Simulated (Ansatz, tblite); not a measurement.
# Ge(OEt)2Me2 (C6H16GeO2): which spin state is lowest

Aim: set other spin states of Ge(OEt)2Me2 (C6H16GeO2) against its singlet, on many levels of theory.

Computed with Ansatz 0.2.0, Gaussian basis. Level: as each input shows.

Plan: triplet, at the geometry of the singlet (GFN1-xTB, GFN2-xTB, PBE0-D4/def2-TZVP, PBE-D4/def2-TZVP, r2SCAN-D4/def2-TZVP); the singlet's energies come from earlier runs.

## 1. The geometry

The singlet was relaxed beforehand with PBE-D4/def2-SVP.

25 atoms, charge 0, spin multiplicity 1.

Bond lengths: Ge1–O2 1.799 Å, Ge1–O10 1.810 Å, Ge1–C18 1.964 Å, Ge1–C22 1.947 Å, O2–C3 1.422 Å, C3–C4 1.521 Å, C3–H5 1.116 Å, C3–H6 1.119 Å, C4–H7 1.109 Å, C4–H8 1.109 Å, C4–H9 1.108 Å, O10–C11 1.417 Å, C11–C12 1.523 Å, C11–H13 1.119 Å, C11–H14 1.118 Å, C12–H15 1.109 Å, C12–H16 1.109 Å, C12–H17 1.109 Å and more. Angles: O2–Ge1–O10 103.8°, O2–Ge1–C18 110.9°, O2–Ge1–C22 104.5°, O10–Ge1–C18 110.1°, O10–Ge1–C22 110.5°, C18–Ge1–C22 116.2°, Ge1–O2–C3 119.7°, O2–C3–C4 108.9°, O2–C3–H5 110.7°, O2–C3–H6 110.8°, C4–C3–H5 110.0°, C4–C3–H6 109.7°, H5–C3–H6 106.7°, C3–C4–H7 111.0°, C3–C4–H8 110.5°, C3–C4–H9 110.4°, H7–C4–H8 108.5°, H7–C4–H9 108.5° and more.

## 2. Triplet at the fixed geometry, GFN1-xTB

Tight binding, by tblite at 300 K electronic temperature and without a spin-polarisation term:

```python
tblite.interface.Calculator('GFN1-xTB', numbers, positions, charge=0, uhf=2).singlepoint()
```

Energy -874.2757 eV; 0.027 s.

## 3. Triplet at the fixed geometry, GFN2-xTB

Tight binding, by tblite at 300 K electronic temperature and without a spin-polarisation term:

```python
tblite.interface.Calculator('GFN2-xTB', numbers, positions, charge=0, uhf=2).singlepoint()
```

Energy -838.6842 eV; 0.016 s.

## 4. Triplet at the fixed geometry, PBE0-D4/def2-TZVP

Input file in.yaml:

```yaml
crystal:
  periodic: [false, false, false]
  atoms:
    - {symbol: Ge, position_ang: [-1.038353, -0.301740, -0.184163]}
    - {symbol: O, position_ang: [-0.676404, -0.356793, 1.576967]}
    - {symbol: C, position_ang: [0.352371, 0.467867, 2.110555]}
    - {symbol: C, position_ang: [0.645970, 0.028137, 3.536477]}
    - {symbol: H, position_ang: [1.277193, 0.395348, 1.489927]}
    - {symbol: H, position_ang: [0.043930, 1.543876, 2.104186]}
    - {symbol: H, position_ang: [1.435783, 0.659822, 3.992003]}
    - {symbol: H, position_ang: [-0.266655, 0.101848, 4.161944]}
    - {symbol: H, position_ang: [0.985820, -1.026838, 3.552592]}
    - {symbol: O, position_ang: [0.556034, -0.653126, -0.965260]}
    - {symbol: C, position_ang: [1.011848, -0.016300, -2.145706]}
    - {symbol: C, position_ang: [2.532842, -0.078511, -2.191567]}
    - {symbol: H, position_ang: [0.589823, -0.519212, -3.052314]}
    - {symbol: H, position_ang: [0.680770, 1.050611, -2.200376]}
    - {symbol: H, position_ang: [2.920655, 0.371745, -3.128407]}
    - {symbol: H, position_ang: [2.972458, 0.465670, -1.330412]}
    - {symbol: H, position_ang: [2.876327, -1.131747, -2.138816]}
    - {symbol: C, position_ang: [-1.671940, 1.480200, -0.712607]}
    - {symbol: H, position_ang: [-1.930473, 1.511547, -1.789232]}
    - {symbol: H, position_ang: [-0.900265, 2.248137, -0.509620]}
    - {symbol: H, position_ang: [-2.577708, 1.725756, -0.124249]}
    - {symbol: C, position_ang: [-2.277462, -1.775102, -0.474098]}
    - {symbol: H, position_ang: [-3.191657, -1.627727, 0.132588]}
    - {symbol: H, position_ang: [-1.791937, -2.721003, -0.167678]}
    - {symbol: H, position_ang: [-2.558968, -1.842445, -1.542736]}
basis:
  gaussian: {orbitals: def2-TZVP}
magnetization: {spin_polarized: true, initial_magnetization: 2}
hamiltonian: {xc: pbe0, dispersion: d4}
scf: {omitted_lower_state_checks: [starts]}
output: {orbitals: {seedname: orbitals}}
```

Started as:

```sh
> ansatz run in.yaml --threads 2 --pin off --events-out ev --progress --plain --max-ram 22528MiB --backend cuda --devices 0, --max-vram 18GiB
```

Output:

```text
Functional definition: PBE0
  name "PBE0"
  cite "Adamo & Barone, J. Chem. Phys. 110, 6158 (1999) doi:10.1063/1.478522"
  cite "Perdew, Burke & Ernzerhof, Phys. Rev. Lett. 77, 3865 (1996) doi:10.1103/PhysRevLett.77.3865"
  parent pbe
  parameter a = 0.25
  parameter kappa = 0.804
  parameter beta = 0.06672455060314922
  exchange = (1 - a)*pbe_x(kappa = kappa, mu = beta*pi^2/3) + a*exact_x
  correlation = pbe_c(beta = beta)
these checks for a lower state are left out or cut short: starts
2487 factors; their error is unknown
mean field evaluation 1: about -67053.9498 eV, gradient 6.9e1 eV
mean field evaluation 2: about -67042.1991 eV, gradient 8.5e1 eV
mean field evaluation 4: about -67073.5788 eV, gradient 1.6e1 eV
mean field evaluation 8: about -67074.7333 eV, gradient 1.1e0 eV
mean field evaluation 16: about -67075.0248 eV, gradient 7.1e-3 eV
mean field -67075.02480455 eV, -2464.9616964826 hartree, gradient 9.3e-6 eV, S^2 2.007599; 0 other end points of the search recorded, 0 dependent functions left out
reference -67075.02485762 eV, -2464.9616984327 hartree; 51, 49 occupied and 341, 343 virtual orbitals, 2487 factors
Total energy: -67075.51219269 eV, -2464.9796076664 hartree
Checks for a lower state left out: starts
```

It took 4.8 s on 1 × H100 (card shared with other runs) with 2 threads of AMD EPYC 7R13, shared host; peak host memory 1.1 GiB.

HOMO -1.07 eV, LUMO -5.99 eV (over both spins; with the spin held, an empty level of the minority spin lies below the top filled one); ⟨S²⟩ 2.008 (pure: 2.00).

## 5. Triplet at the fixed geometry, PBE-D4/def2-TZVP

start.molden holds the orbitals of an earlier run on this state, given as this run's starting guess.

Changes to in.yaml since step 4:

```diff
@@ -29,5 +29,5 @@
 basis:
-  gaussian: {orbitals: def2-TZVP}
+  gaussian: {orbitals: def2-TZVP, initial_orbitals: start.molden}
 magnetization: {spin_polarized: true, initial_magnetization: 2}
-hamiltonian: {xc: pbe0, dispersion: d4}
+hamiltonian: {xc: pbe, dispersion: d4}
 scf: {omitted_lower_state_checks: [starts]}
```

The command is unchanged.

Output:

```text
Functional definition: PBE
  name "PBE"
  cite "Perdew, Burke & Ernzerhof, Phys. Rev. Lett. 77, 3865 (1996) doi:10.1103/PhysRevLett.77.3865"
  parent pbe
  parameter kappa = 0.804
  parameter beta = 0.06672455060314922
  exchange = pbe_x(kappa = kappa, mu = beta*pi^2/3)
  correlation = pbe_c(beta = beta)
these checks for a lower state are left out or cut short: starts
2444 factors; their error is unknown
mean field evaluation 1: about -67072.8167 eV, gradient 1.0e1 eV
mean field evaluation 2: about -67073.1784 eV, gradient 9.3e-1 eV
mean field evaluation 4: about -67073.1661 eV, gradient 5.9e-1 eV
mean field evaluation 8: about -67073.1705 eV, gradient 1.7e-5 eV
mean field -67073.17048087 eV, -2464.8935513443 hartree, gradient 2.4e-5 eV, S^2 2.002287; 0 other end points of the search recorded, 0 dependent functions left out
reference -67073.17055338 eV, -2464.8935540087 hartree; 51, 49 occupied and 341, 343 virtual orbitals, 2444 factors
Total energy: -67073.73601576 eV, -2464.9143343680 hartree
Checks for a lower state left out: starts
```

Wall time 3 s (1 × H100 (card shared with other runs) with 2 threads of AMD EPYC 7R13, shared host); peak host memory 0.99 GiB.

Report: HOMO -0.63 eV, LUMO -6.52 eV (over both spins; with the spin held, an empty level of the minority spin lies below the top filled one); ⟨S²⟩ 2.002 (pure: 2.00).

## 6. Triplet at the fixed geometry, r2SCAN-D4/def2-TZVP

Changes to in.yaml since step 5:

```diff
@@ -31,3 +31,3 @@
 magnetization: {spin_polarized: true, initial_magnetization: 2}
-hamiltonian: {xc: pbe, dispersion: d4}
+hamiltonian: {xc: r2scan, dispersion: d4}
 scf: {omitted_lower_state_checks: [starts]}
```

Launched as before.

Output (excerpt; [...] marks lines left out):

```text
Functional definition: r2SCAN
  name "r2SCAN"
  cite "Furness, Kaplan, Ning, Perdew & Sun, J. Phys. Chem. Lett. 11, 8208 (2020) doi:10.1021/acs.jpclett.0c02405"
  cite "Furness, Kaplan, Ning, Perdew & Sun, J. Phys. Chem. Lett. 11, 9248 (2020) doi:10.1021/acs.jpclett.0c03077"
  parent r2scan
[...]
2444 factors; their error is unknown
[...]
mean field -67088.62300172 eV, -2465.4614210111 hartree, gradient 4.7e-6 eV, S^2 2.006007; 0 other end points of the search recorded, 0 dependent functions left out
reference -67088.62302604 eV, -2465.4614219050 hartree; 51, 49 occupied and 341, 343 virtual orbitals, 2444 factors
Total energy: -67088.78632015 eV, -2465.4674228529 hartree
Checks for a lower state left out: starts
```

Wall time 4.8 s (1 × H100 (card shared with other runs) with 2 threads of AMD EPYC 7R13, shared host); peak host memory 1.1 GiB.

HOMO -0.48 eV, LUMO -6.59 eV (over both spins; with the spin held, an empty level of the minority spin lies below the top filled one); ⟨S²⟩ 2.006 (pure: 2.00).

## 7. Triplet less singlet, vertical

The singlet's energies are those of its earlier runs, whose logs aren't repeated here.

| level | triplet less singlet, vertical (kcal/mol) | time |
| --- | --- | --- |
| GFN1-xTB | +164.9 | 0.05 s |
| GFN2-xTB | +164.6 | 0.029 s |
| PBE-D4/def2-TZVP | +135.6 | 4.6 s |
| r2SCAN-D4/def2-TZVP | +147.0 | 6.8 s |
| PBE0-D4/def2-TZVP | +154.2 | 7.2 s |

Times add the two runs; a level without a time comes out of a correlated run. Tight binding without a spin term can't rank spin states.

## 8. Summary of results

| quantity | value |
| --- | --- |
| triplet less singlet, vertical, functionals in def2-TZVP | +135.6 (PBE-D4) to +154.2 kcal/mol (PBE0-D4) |

All functionals put the triplet above the singlet, over a spread of 18.6 kcal/mol. The checks for a lower triplet were left out, so another state of that spin may lie lower. These are electronic energies, without zero-point motion, entropy or surroundings.
